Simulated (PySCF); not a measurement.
# PPd: from the state search to spectroscopic constants

One job finds the state of PPd, follows it along the bond with each method and fits the curves.

Computed with PySCF 2.14.0. Level: P x2c-TZVPPall, Pd x2c-TZVPPall, spin-free X2C with a Gaussian nucleus.

**1. The job**

A driver script around PySCF takes these settings:

```json
{"atoms": "P, Pd", "charge": "0", "basis": "P x2c-TZVPPall, Pd x2c-TZVPPall", "Hamiltonian": "spin-free X2C with a Gaussian nucleus", "basis functions": "121", "electrons treated": "61", "masses in u": "30.9738, 105.9035", "levels": "PBE0, PBE, r²SCAN, BLYP, BP86, BHandHLYP, MN15, CAM-B3LYP, HF, MP2, SCS-MP2", "grid": "80 radial by 434 angular points", "occupations": "held fixed by the projection of orbital angular momentum", "dissociation limit": "P + Pd, each in its ground configuration", "starting distance in angstrom": "2.250", "values of 2S to try": "1, 3, 5"}
```

The run is started by

```sh
> OMP_NUM_THREADS=2 python dia.py task.json out
```

After this run come: First curve: PBE0; Other states along the same grid; PBE (GGA); r²SCAN; BLYP; BP86 (GGA); BHandHLYP (global hybrid GGA); MN15 (hybrid meta-GGA); CAM-B3LYP (range-separated hybrid); UHF.

**Question.** What will these runs give? Wanted: for each run, Re; ωe; De; μ.

As calculated:

Lowest PBE0 solution found, without spin–orbit coupling: ⁴Σ⁻ (quartet), unpaired electrons σ ↑, π ↑↑. State 2 has its PBE0 minimum 0.25 eV higher, as a spin-mixed determinant (⟨S²⟩ = 1.77), so this is no gap between pure states. State 4 has its PBE0 minimum 1.21 eV higher. The other levels ran on the lowest alone.

```tsv
level	Re (Å)	ωe (cm⁻¹)	De (eV)	μ (D)
PBE	2.138	402	2.66	2.08
BLYP	2.164	382	2.47	1.90
BP86	2.138	402	2.69	2.05
r²SCAN	2.124	407	2.65	2.35
PBE0	2.138	388	2.20	2.40
MN15	2.121	394	2.20	2.15
BHandHLYP	2.175	347	1.67	2.52
CAM-B3LYP	2.147	378	2.00	2.36
```

De is counted to P + Pd in their ground configurations. A positive dipole means P(−)Pd(+). No constants: UHF (the points don't follow one smooth fit); UHF-MP2 (the points don't follow one smooth fit); UHF-SCS-MP2 (the points don't follow one smooth fit).

The methods spread over 0.054 Å in bond length, from MN15 to BHandHLYP. Of the levels with a De here, BHandHLYP gives the least (1.67 eV) and BP86 the most (2.69 eV).

Correlated steps freeze 19 core orbitals. The state is the lowest single determinant that the PBE0 search found; with open d or f shells the true ground state can be another one. Spin–orbit coupling is left out.
